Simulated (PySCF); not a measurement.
**CH5In (InH2Me) at CISD/ma-def2-SVP (core potential)**

Aim: the energy change on altering one bond length of CH5In (InH2Me) at CISD/ma-def2-SVP (core potential), from 2 runs. 

The calculation is run with PySCF 2.14.0.

6 further runs of the same task are left out: 4 for a known fault of the program, 2 set aside as unsound or not needed.

## (1) The molecule

The species is CH5In (7 atoms), meant as a singlet with charge 0. As SMILES, `[H][In]([H])[CH3]`. The shape comes from GFN2-xTB, which is rough for such elements, and wasn't checked as a minimum.

Bond lengths: In1–C4 2.214 Å, In1–H2 1.738 Å, In1–H3 1.738 Å, C4–H5 1.090 Å, C4–H6 1.090 Å, C4–H7 1.090 Å. Angles: In1–C4–H5 109.8°, In1–C4–H6 109.7°, In1–C4–H7 109.6°, H2–In1–C4 124.3°, H3–In1–C4 124.4°, H5–C4–H6 109.0°, H5–C4–H7 108.9°, H6–C4–H7 109.8°, H2–In1–H3 111.3°.

## (2) Energy and gradient at CISD/ma-def2-SVP (core potential)

File run.py:

```python
from pyscf import gto, ci

mol = gto.Mole()
mol.atom = '''
In   0.568590   0.991370  -0.000130
H    2.300860   1.125080   0.031680
H   -0.185750   2.556250  -0.041890
C   -0.534230  -0.928610   0.003940
H   -0.624570  -1.305480  -1.014910
H   -1.532210  -0.778420   0.416970
H    0.007300  -1.660190   0.604340
'''
mol.charge = 0
mol.basis = 'ma-def2-svp'
mol.verbose = 4
mol.ecp = {'In': 'def2-svp'}
mol.max_memory = 1860
mol.spin = 0
mol.build()

calc0 = mol.RHF()
calc0.kernel()

cisd = ci.CISD(calc0, frozen=5)
cisd.kernel()
etot = cisd.e_tot
print('E = %.10f Eh' % etot)
grad = cisd.nuc_grad_method().kernel()
```

Run with:

```bash
OMP_NUM_THREADS=1 python run.py
```

The program printed:

```text
PySCF version 2.14.0

[... 59 lines left out ...]
converged SCF energy = -229.902964820295
[... 1 line left out ...]
******** <class 'pyscf.ci.cisd.RCISD'> ********
CISD nocc = 11, nmo = 53
frozen orbitals 5
max_cycle = 50
direct = 0
conv_tol = 1e-09
max_cycle = 50
max_space = 12
lindep = 0
nroots = 1
Init t2, MP2 energy = -0.210193298488688
RCISD converged
E(RCISD) = -230.1258293436348  E_corr = -0.222864523339716
E = -230.1258293436 Eh
<class 'pyscf.grad.cisd.Gradients'> does not have attributes  state

******** <class 'pyscf.grad.cisd.Gradients'> for <class 'pyscf.ci.cisd.RCISD'> ********
--------- RCISD gradients for state 0 ----------
         x                y                z
0 In     0.0046727993     0.0083568040     0.0005691253
1 H    -0.0076338674     0.0033162509    -0.0002266220
2 H     0.0067042658    -0.0049314444     0.0001959378
3 C    -0.0089955107    -0.0171014368    -0.0025427869
4 H     0.0009011519     0.0036255432     0.0086943223
5 H     0.0076874343     0.0001984215    -0.0026441560
6 H    -0.0033362731     0.0065358616    -0.0040458204
----------------------------------------------
```

Run time: 4.8 s. Hardware: 1 thread of Arm Neoverse V2, shared host; peak memory 0.33 GiB.

## (3) The distorted shape, same level

File run.py:

```python
from pyscf import gto, scf, ci

molecule = gto.M(
    atom='''
In       0.433208       1.174265      -0.150230
H        2.165478       1.307975      -0.118420
H       -0.321132       2.739145      -0.191990
C       -0.669612      -0.745715      -0.146160
H       -0.759952      -1.122585      -1.165010
H       -1.667592      -0.595525       0.266870
H        0.007300      -1.660190       0.604340
''',
    max_memory=1860,
    basis='ma-def2-svp',
    charge=0,
    ecp={'In': 'def2-svp'},
    spin=0,
    verbose=4,
)

myscf = scf.RHF(molecule)
myscf.kernel()

cisd = ci.CISD(myscf, frozen=5)
cisd.kernel()
etot = cisd.e_tot
print(f'total energy: {etot:.8f} hartree')
grad = cisd.nuc_grad_method().kernel()
```

Run with:

```bash
OMP_NUM_THREADS=1 python run.py
```

The program printed:

```text
PySCF version 2.14.0

[... 61 lines left out ...]
converged SCF energy = -229.872705938855
[... 1 line left out ...]
******** <class 'pyscf.ci.cisd.RCISD'> ********
CISD nocc = 11, nmo = 53
frozen orbitals 5
max_cycle = 50
direct = 0
conv_tol = 1e-09
max_cycle = 50
max_space = 12
lindep = 0
nroots = 1
Init t2, MP2 energy = -0.213897574265688
RCISD converged
E(RCISD) = -230.0993204076937  E_corr = -0.2266144688383336
total energy: -230.09932041 hartree
<class 'pyscf.grad.cisd.Gradients'> does not have attributes  state

******** <class 'pyscf.grad.cisd.Gradients'> for <class 'pyscf.ci.cisd.RCISD'> ********
--------- RCISD gradients for state 0 ----------
         x                y                z
0 In     0.0032784643     0.0093188691    -0.0005085234
1 H    -0.0074249280     0.0033753904    -0.0000643826
2 H     0.0070244865    -0.0046624180     0.0001460962
3 C    -0.0516522204     0.0360641473    -0.0479811442
4 H    -0.0013415671     0.0074870162     0.0067297198
5 H     0.0061971545     0.0034802100    -0.0056326253
6 H     0.0439186102    -0.0550632149     0.0473108594
----------------------------------------------
```

Run time: 4.8 s. Hardware: 1 thread of Arm Neoverse V2, shared host; peak memory 0.33 GiB.

## (4) Summary of results

Level: CISD/ma-def2-SVP (core potential), 5 core orbitals frozen.

| quantity | value |
| --- | --- |
| first shape: total energy | -230.12583 Eh |
| first shape: dipole moment (Hartree–Fock density) | 0.83 D |
| first shape: HOMO energy (Hartree–Fock orbitals) | -10.33 eV |
| first shape: LUMO energy (Hartree–Fock orbitals) | 0.51 eV |
| first shape: HOMO–LUMO gap (Hartree–Fock orbitals) | 10.83 eV |
| first shape: correlation energy (5 core orbitals frozen) | -222.9 mEh |
| first shape: largest force on an atom | 1.002 eV/Å |
| distorted shape: total energy | -230.09932 Eh |
| distorted shape: dipole moment (Hartree–Fock density) | 0.67 D |
| distorted shape: HOMO energy (Hartree–Fock orbitals) | -10.37 eV |
| distorted shape: LUMO energy (Hartree–Fock orbitals) | 0.49 eV |
| distorted shape: HOMO–LUMO gap (Hartree–Fock orbitals) | 10.86 eV |
| distorted shape: correlation energy (5 core orbitals frozen) | -226.6 mEh |
| distorted shape: largest force on an atom | 4.363 eV/Å |
| energy change with the C4–H7 bond stretched from 1.090 to 1.363 Å | 0.721 eV |

With the C4–H7 bond stretched from 1.090 to 1.363 Å the energy rises by 0.72 eV (16.6 kcal/mol). The first shape isn't relaxed at this level, so the change isn't measured from a minimum. The largest force (first shape) is 1.00 eV/Å: the shape isn't a stationary point for this species at this level. Mulliken charges (first shape) of the mean-field density run from -0.85 on C4 to +0.48 on In1; they depend strongly on the basis. Mulliken charges (distorted shape) of the mean-field density run from -0.86 on C4 to +0.50 on In1; they depend strongly on the basis.
